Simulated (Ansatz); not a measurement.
# Ta2: the cost of one run

Computed with Ansatz 0.2.0, Gaussian basis. Level: def2-TZVPP, core rule «outside noble gas», up to 8 orbitals frozen.

The runs, in order: UHF; ROHF; CCSD(T) on UHF.

## 1. The system

The geometry is a PBE0/def2-TZVP stationary point (not a proven minimum) of the parent state, kept for this charge and spin. No spin-orbit coupling is included. Elements past krypton take def2 core potentials.

2 atoms, charge 1, spin multiplicity 8.

Atoms are counted from 1 here; the program's logs count them from 0.

Bond lengths: Ta1–Ta2 2.422 Å.

As a file:

```
Ta    0.00000    0.00000    0.00000
Ta    0.00000    0.00000    2.42180
```

## 2. UHF

Contents of in.yaml:

```yaml
crystal:
  periodic: [false, false, false]
  atoms:
    - {symbol: Ta, position_ang: [0.000000, 0.000000, 0.000000]}
    - {symbol: Ta, position_ang: [0.000000, 0.000000, 2.421800]}
basis:
  gaussian: {orbitals: def2-TZVPP}
total_charge: 1
magnetization: {spin_polarized: true, initial_magnetization: 7}
hamiltonian: {xc: hf}
output: {orbitals: {seedname: orbitals}}
```

Started as:

```console
$ ansatz run in.yaml --threads 1 --pin off --events-out ev --progress --plain --max-ram 4096MiB --backend cpu
```

What time and memory should one allow on 1 thread of AMD EPYC 7R13, shared host?

About 18 s, with a peak of 0.28 GiB.
